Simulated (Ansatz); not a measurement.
# Ti2Co: the cost of one run

Computed with Ansatz 0.2.0 (DFT PBEsol, scalar-relativistic, plane waves, PAW, unless a step's input says otherwise).

4 further runs of the same task are left out: 4 set aside as unsound or not needed. Runs told in other sessions of the task aren't counted.

## Step 1: The starting structure

It takes space group Fd-3m (No. 227, cubic). The conventional cell has a = 6.982 Å, b = 6.982 Å, c = 6.982 Å, α = 90.00°, β = 90.00°, γ = 90.00°. Around Ti (site symmetry -3m) lie 6 Ti at 2.47 Å and 6 Co at 2.89 Å. Co (site symmetry -43m) has 12 Ti at 2.89 Å and 4 Co at 3.02 Å in its first shell of neighbours.

Coordinates:

```cif
data_structure
_symmetry_space_group_name_H-M 'P 1'
_symmetry_Int_Tables_number 1
_cell_length_a 4.9369
_cell_length_b 4.9369
_cell_length_c 4.9369
_cell_angle_alpha 60.000
_cell_angle_beta 60.000
_cell_angle_gamma 60.000
_cell_volume 85.08
loop_
_atom_site_label
_atom_site_type_symbol
_atom_site_fract_x
_atom_site_fract_y
_atom_site_fract_z
_atom_site_occupancy
Ti1 Ti 0.12500 0.12500 0.12500 1
Ti2 Ti 0.62500 0.12500 0.12500 1
Ti3 Ti 0.12500 0.12500 0.62500 1
Ti4 Ti 0.12500 0.62500 0.12500 1
Co1 Co 0.50000 0.50000 0.50000 1
Co2 Co 0.75000 0.75000 0.75000 1
```

It is the result of an earlier relaxation at this level (volume 14.18 Å³/atom; gap on the mesh: none (metal), site moments up to 1.0 μB).

## Step 2: The cell at 0.98 of its volume

input.yaml

```yaml
crystal:
  lattice:
    - [0.0, 3.4674527695, 3.4674527695]
    - [3.4674527695, 0.0, 3.4674527695]
    - [3.4674527695, 3.4674527695, 0.0]
  atoms:
    - { symbol: Ti, position: [0.125, 0.125, 0.125] }
    - { symbol: Ti, position: [0.625, 0.125, 0.125] }
    - { symbol: Ti, position: [0.125, 0.125, 0.625] }
    - { symbol: Ti, position: [0.125, 0.625, 0.125] }
    - { symbol: Co, position: [0.5, 0.5, 0.5], spin: 1.1 }
    - { symbol: Co, position: [0.75, 0.75, 0.75], spin: 1.1 }
basis:
  ecutwfc: 420
kpoints:
  mp_grid: { grid: [10, 10, 10] }
hamiltonian:
  xc: pbesol
scf:
  occupations: { method: gaussian, width: 0.2 }
output:
  forces: true
  stress: true
  eigenvalues: true
  populations: true
magnetization:
  spin_polarized: true
```

Command:

```sh
$ ansatz run input.yaml --threads 2 --pin off --max-ram 6144MiB --backend cpu --events-out ev --progress --plain --runs-dir out
```

**Question.** How long does this run take on 2 threads of Intel Xeon Platinum 8488C (Sapphire Rapids), shared host, and how much memory does it need?

About 17 s, with a peak of 0.68 GiB.
